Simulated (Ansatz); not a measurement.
I need a ladder of methods at one geometry of C2H7GeNSi, SMILES [SiH3]C1=[CH][GeH2][NH]1. Use the Ansatz DFT code, driven from Python. Use (for the species named): LDA, def2-SVP basis, multiplicity 1. The script varies functional: lda, cam_b3lyp, r2scan, lc_wpbe, blyp, hf.

Contents of `c2h7gensi.xyz`:
```text
12

Si   -1.68120    0.93190    0.72260
C    -0.24170    0.10830    0.07210
C    -0.07950   -1.21860   -0.27450
Ge    1.81400   -0.99120   -0.56650
N     1.02730    0.62920   -0.50080
H    -1.31910    2.21540    1.41520
H    -2.58020    1.33150   -0.41110
H    -2.41110    0.10810    1.63080
H    -0.67080   -2.08130   -0.15580
H     2.18520   -1.38020   -1.97530
H     2.60970   -1.31260    0.69580
H     1.42430    1.60430   -0.61840
```

The script, `methods_c2h7gensi.py`:
```python
'''One geometry of C2H7GeNSi, method by method.'''

from pathlib import Path

import ansatz as az
import numpy as np


def main() -> None:
    c2h7gensi = az.Crystal.molecule_from_extxyz('c2h7gensi.xyz')

    model = c2h7gensi.calculation().basis(gaussian='def2-SVP')

    print('functional    E (Ha)        dipole (D)   HOMO (eV)  LUMO (eV)')
    for name in ['lda', 'cam_b3lyp', 'r2scan', 'lc_wpbe', 'blyp', 'hf']:
        summary = model.functional(name).forces().orbitals().run(threads=1, backend='cpu', runs_dir='runs').report
        lines = Path(summary['orbitals_path']).read_text().splitlines()
        field_of = lambda key: [line.split('=')[1].strip() for line in lines if line.startswith(key)]
        orbitals = [(27.211386 * float(e), s, float(n)) for e, s, n in zip(field_of('Ene='), field_of('Spin='), field_of('Occup='))]
        homo = max(e for e, _, n in orbitals if n > 0.5)
        lumo = min(e for e, _, n in orbitals if n < 0.5)
        dipole = 4.803205 * np.linalg.norm(summary['charge_distribution']['dipole_moment_e_ang'])
        print(f'{name:10s} {summary["free_energy_ev"] / 27.211386246:14.6f} {dipole:9.3f} {homo:11.3f} {lumo:10.3f}')


if __name__ == '__main__':
    main()
```

Output of `python methods_c2h7gensi.py`:
```text
functional    E (Ha)        dipole (D)   HOMO (eV)  LUMO (eV)
lda          -2495.596658     1.419      -4.456     -1.657
cam_b3lyp    -2501.164438     1.489      -6.796      0.557
r2scan       -2501.005438     1.509      -4.573     -1.408
lc_wpbe      -2500.663869     1.524      -8.198      1.605
blyp         -2501.096675     1.446      -4.134     -1.311
hf           -2497.995834     1.661      -8.155      2.906
```

Caveats:
- Total energies depend on the basis set; only differences at equal settings carry meaning.
- The geometry is a force-field or estimated start, not a minimum of this method, and the basis set is short of its limit. A lower total doesn't mark the better method: functionals have no common bound, and MP2 and coupled cluster aren't variational.
- Levels such as HOMO and LUMO are orbital energies: with these approximate functionals they aren't the ionisation energy and electron affinity, and their gap isn't the fundamental gap.
- It ran for 46 s on 1 thread of Arm Neoverse V1, on a shared host, peak memory 0.44 GiB.
